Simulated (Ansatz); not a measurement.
**CH₂AlClN₂: small, medium and large basis sets**

Aim: see how fast density functionals converge with the basis set for CH₂AlClN₂.

Method: one geometry, several basis sets; program: Ansatz 0.2.0, Gaussian basis.

Levels to be run: PBE0-D4/def2-SVP; ωB97M-V/def2-SVP; PBE0-D4/def2-QZVPP; ωB97M-V/def2-QZVPP; the functionals' def2-TZVPP values are taken from earlier runs.

## Step 1: The geometry

All runs share one geometry, relaxed beforehand with PBE0-D4 in a triple-zeta def2 set.

7 atoms, charge 0, spin multiplicity 1.

Atoms are counted from 1 here; the program's logs count them from 0.

Bond lengths: Cl1–Al2 2.072 Å, Al2–N3 1.834 Å, Al2–N5 1.801 Å, N3–C4 1.290 Å, C4–N5 1.400 Å, C4–H6 1.097 Å, N5–H7 1.004 Å. Angles: Cl1–Al2–N3 144.7°, Cl1–Al2–N5 136.6°, N3–Al2–N5 78.6°, Al2–N3–C4 82.5°, N3–C4–N5 117.8°, N3–C4–H6 123.7°, N5–C4–H6 118.5°, Al2–N5–C4 81.0°, Al2–N5–H7 157.0°, C4–N5–H7 122.0°.

## Step 2: PBE0-D4 in def2-SVP

File in.yaml:

```yaml
crystal:
  periodic: [false, false, false]
  atoms:
    - {symbol: Cl, position_ang: [-0.717741, -3.116707, 0.220333]}
    - {symbol: Al, position_ang: [-0.287644, -1.092179, 0.311771]}
    - {symbol: N, position_ang: [-0.163810, 0.364125, 1.420425]}
    - {symbol: C, position_ang: [0.163921, 0.959982, 0.323821]}
    - {symbol: N, position_ang: [0.203636, 0.195393, -0.847754]}
    - {symbol: H, position_ang: [0.411549, 2.027048, 0.260797]}
    - {symbol: H, position_ang: [0.451289, 0.594438, -1.735192]}
basis:
  gaussian: {orbitals: def2-SVP}
hamiltonian: {xc: pbe0, dispersion: d4}
output: {orbitals: {seedname: orbitals}}
```

On the command line:

```sh
$ ansatz run in.yaml --threads 2 --pin off --events-out ev --progress --plain --max-ram 4352MiB
```

Further steps of the session: ωB97M-V in def2-SVP; PBE0-D4 in def2-QZVPP; ωB97M-V in def2-QZVPP.

**Question.** What will the summary of the whole plan be? Wanted: PBE0-D4: double and triple zeta above quadruple; ωB97M-V: double and triple zeta above quadruple.

**Answer**, as computed:

| quantity | value |
| --- | --- |
| PBE0-D4: double and triple zeta above quadruple | 12.20, 0.81 eV |
| ωB97M-V: double and triple zeta above quadruple | 12.24, 0.77 eV |

PBE0-D4 gains 11.40 eV from double to triple zeta, then 0.81 eV more. Total energies overstate the basis error of differences, where much of it tends to cancel.
